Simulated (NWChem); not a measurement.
# One shape, several levels: CH3I (methyl iodide)

We compute a comparison of 6 runs (HF/STO-3G, B3LYP/def2-SVPD, M06-2X/def2-SVPD, MP2/def2-SVPD, CCSD(T)/3-21G, CCSD(T)/def2-SVPD) of CH3I (methyl iodide). 

Program for the calculation: NWChem 7.3.0.

3 further runs of the same task are left out: 3 set aside as unsound or not needed. Runs told in other sessions of the task aren't counted.

## (1) The molecule

CH3I has 5 atoms, charge 0, and is taken as a singlet. SMILES: `CI`. The coordinates come from a PBE0-D4/def2-TZVP relaxation.

Bond lengths: C1–I2 2.129 Å, C1–H3 1.086 Å, C1–H4 1.086 Å, C1–H5 1.086 Å. Angles: I2–C1–H3 107.7°, I2–C1–H4 107.7°, I2–C1–H5 107.7°, H3–C1–H4 111.2°, H3–C1–H5 111.2°, H4–C1–H5 111.2°.

## (2) Energy and forces at HF/STO-3G (run 1)

input.nw reads:

```
start input
title "CH3I"
memory stack 880 mb heap 220 mb global 1100 mb

geometry units atomic noautosym nocenter noautoz
  C     -0.08333692    -0.30751513     0.28946825
  I      0.69553260     2.56649374    -2.41593926
  H      1.43742018    -1.68108146     0.19547327
  H     -0.16673054     0.58093961     2.13661884
  H     -1.88288532    -1.15881785    -0.20562110
end

basis spherical bse
  * library STO-3G
end

scf
  thresh 1e-08
  maxiter 80
end

task scf gradient
```

Started as:

```
nwchem input.nw > input.out
```

The log of the run:

```text
[...]
  functions       =    35
[...]
  wavefunction    = RHF
[...]
         Total SCF energy =  -6889.838956327573
      One-electron energy =  -9733.429785145210
      Two-electron energy =   2723.346320902479
 Nuclear repulsion energy =    120.244507915158
        Time for solution =      4.4s
[...]
                         RHF ENERGY GRADIENTS
    atom               coordinates                        gradient
                 x          y          z           x          y          z
   1 C      -0.083337  -0.307515   0.289468   -0.003894  -0.014369   0.013515
   2 I       0.695533   2.566494  -2.415939    0.000621   0.002293  -0.002158
   3 H       1.437420  -1.681081   0.195473    0.004192   0.002271  -0.004757
   4 H      -0.166731   0.580940   2.136619    0.001161   0.006546  -0.001086
   5 H      -1.882885  -1.158818  -0.205621   -0.002079   0.003259  -0.005514
[...]
```

Wall time 6.9 s (1 thread of Intel Xeon Platinum 8259CL at 2.50GHz (Skylake/Cascade Lake), shared host); peak memory 0.099 GiB.

## (3) Energy and forces at B3LYP/def2-SVPD (core potential) (run 2)

ch3i.nw reads:

```
start ch3i
memory stack 880 mb heap 220 mb global 1100 mb
geometry units angstroms noautosym nocenter noautoz
   C    -0.044100   -0.162730    0.153180
   I     0.368060    1.358130   -1.278460
   H     0.760650   -0.889590    0.103440
   H    -0.088230    0.307420    1.130650
   H    -0.996380   -0.613220   -0.108810
end
basis "ao basis" spherical bse
   C library def2-SVPD
   I library def2-SVPD
   H library def2-SVPD
end
ecp bse
   I library def2-SVPD
end
dft
   xc b3lyp
   grid xfine
   convergence energy 1e-08
   maxiter 100
   mulliken
   print low
end
task dft gradient
```

Started as:

```
nwchem ch3i.nw > ch3i.out
```

The log of the run:

```text
[...]
 d= 0,ls=0.0,diis     1   -337.6546292437 -3.99D+02  1.06D-02  1.79D-01     5.5
[...]
 d= 0,ls=0.0,diis     7   -337.6779853947 -6.74D-09  1.18D-06  1.77D-09    31.0
         Total DFT energy =     -337.677985394672
      One electron energy =     -693.749840626976
           Coulomb energy =      323.090280028450
    Exchange-Corr. energy =      -28.841342184813
 Nuclear repulsion energy =       61.822917388668
[...]
      Total Density - Mulliken Population Analysis
     ---------------------------------------------
    Atom       Charge   Shell Charges
 -----------   ------   -------------------------------------------------------
    1 C    6     5.95   1.98  0.94 -0.08  0.01  2.07  0.93  0.02  0.07
    2 I   25    24.96   0.22  1.83  1.37  0.51  0.02  3.12  2.94  2.62  2.20  0.09  9.79  0.25  0.01
    3 H    1     1.03   0.75  0.20  0.02  0.06
    4 H    1     1.03   0.75  0.20  0.02  0.06
    5 H    1     1.03   0.75  0.20  0.02  0.06
[...]
                         DFT ENERGY GRADIENTS
    atom               coordinates                        gradient
                 x          y          z           x          y          z
   1 C      -0.083337  -0.307515   0.289468    0.000754   0.002784  -0.002628
   2 I       0.695533   2.566494  -2.415939   -0.002428  -0.008957   0.008432
   3 H       1.437420  -1.681081   0.195473   -0.003734   0.004484  -0.000594
   4 H      -0.166731   0.580940   2.136619    0.000459  -0.001429  -0.005666
   5 H      -1.882885  -1.158818  -0.205621    0.004948   0.003119   0.000456
 Task  times  cpu:       39.7s     wall:       39.7s
 Total times  cpu:       39.8s     wall:       39.8s
```

Run time: 41 s. Hardware: 1 thread of Intel Xeon Platinum 8259CL at 2.50GHz (Skylake/Cascade Lake), shared host; peak memory 0.14 GiB.

Runs 3 to 4 aren't shown in full; the table further down has their settings and results.

## (4) A single-point energy at CCSD(T)/3-21G (run 5)

run.nw reads:

```
start run
memory stack 880 mb heap 220 mb global 1100 mb
geometry units atomic noautosym nocenter noautoz
  C     -0.08333692    -0.30751513     0.28946825
  I      0.69553260     2.56649374    -2.41593926
  H      1.43742018    -1.68108146     0.19547327
  H     -0.16673054     0.58093961     2.13661884
  H     -1.88288532    -1.15881785    -0.20562110
end
basis spherical bse
  * library 3-21G
end
scf
  singlet
  rhf
  thresh 1e-08
  maxiter 80
end
ccsd
  freeze core 19
  maxiter 60
end
task ccsd(t) energy
```

Started as:

```
nwchem run.nw > run.out
```

The log of the run:

```text
[...]
  functions       =    46
[...]
  wavefunction    = RHF
[...]
         Total SCF energy =  -6926.700198727168
      One-electron energy =  -9769.422330340067
      Two-electron energy =   2722.477623697741
 Nuclear repulsion energy =    120.244507915158
        Time for solution =      4.9s
[...]
 Total MP2 energy:          -6926.824107542164711
[...]
             energy      energy      error      ampl     ampl      Block
                                                time     time      time
[...]
 Total CCSD energy:          -6926.844830883149370
[...]
 Total CCSD+T(CCSD) energy:          -6926.847855903827622
[...]
 Total CCSD(T) energy:               -6926.847627751421896
[...]
```

It took 29 s on 1 thread of Intel Xeon Platinum 8259CL at 2.50GHz (Skylake/Cascade Lake), shared host; peak memory 0.12 GiB.

## (5) A single-point energy at CCSD(T)/def2-SVPD (core potential) (run 6)

geom.nw reads:

```
echo
start geom
memory 2200 mb

geometry units angstrom noautosym nocenter noautoz
 C    -0.044100   -0.162730    0.153180
 I     0.368060    1.358130   -1.278460
 H     0.760650   -0.889590    0.103440
 H    -0.088230    0.307420    1.130650
 H    -0.996380   -0.613220   -0.108810
end

basis spherical bse
 C library def2-SVPD
 I library def2-SVPD
 H library def2-SVPD
end

ecp bse
 I library def2-SVPD
end

scf
 thresh 1e-08
 maxiter 80
end

ccsd
 freeze core 5
 maxiter 60
end

task ccsd(t) energy
```

Started as:

```
nwchem geom.nw > geom.out
```

The log of the run:

```text
[...]
  functions       =    79
[...]
  wavefunction    = RHF
[...]
         Total SCF energy =   -336.235935078357
      One-electron energy =   -693.400812345987
      Two-electron energy =    295.341959878962
 Nuclear repulsion energy =     61.822917388668
        Time for solution =     19.6s
[...]
 Total MP2 energy:           -336.521376452954371
[...]
             energy      energy      error      ampl     ampl      Block
                                                time     time      time
[...]
 Total CCSD energy:           -336.546636595394318
[...]
 Total CCSD+T(CCSD) energy:           -336.556418549690534
[...]
 Total CCSD(T) energy:                -336.556045209270223
[...]
```

Run time: 2.5 min. Hardware: 1 thread of Intel Xeon Platinum 8259CL at 2.50GHz (Skylake/Cascade Lake), shared host; peak memory 0.23 GiB.

## (6) The series

| run | level | iteration cap | module | energy (Eh) | HOMO energy (eV) | LUMO energy (eV) | HOMO–LUMO gap (eV) | wall time |
| --- | --- | --- | --- | --- | --- | --- | --- | --- |
| 1 | HF/STO-3G | 80 | scf | -6889.838956 | -7.40 | 8.35 | 15.75 | 6.9 s |
| 2 | B3LYP/def2-SVPD (core potential) | 100 | dft | -337.677985 | – | – | – | 41 s |
| 3 | M06-2X/def2-SVPD (core potential) | 100 | dft | -337.475545 | – | – | – | 77 s |
| 4 | MP2/def2-SVPD (core potential) | 80 | mp2 | -336.521376 | -9.84 | 1.54 | 11.38 | 57 s |
| 5 | CCSD(T)/3-21G | 80 | ccsd(t) | -6926.847628 | -9.66 | 3.36 | 13.02 | 29 s |
| 6 | CCSD(T)/def2-SVPD (core potential) | 80 | ccsd(t) | -336.556045 | -9.84 | 1.54 | 11.38 | 2.5 min |

## (7) Summary of results

| quantity | value |
| --- | --- |
| run 6: total energy | -336.55605 Eh |
| run 6: HOMO energy (Hartree–Fock orbitals) | -9.84 eV |
| run 6: LUMO energy (Hartree–Fock orbitals) | 1.54 eV |
| run 6: HOMO–LUMO gap (Hartree–Fock orbitals) | 11.38 eV |
| run 6: correlation energy (5 core orbitals frozen) | -320.1 mEh |
| run 6: (T) correction | -9.41 mEh |

In words: Totals of different functionals can't be ranked against each other. Some runs of one species differ in core potentials or relativity; totals across that change don't compare. In run 1 the basis is minimal, so the values are rough. In runs 1, 5 relativity is left out where basis or elements ask for it. All runs together took 6.1 min, the longest 2.5 min.
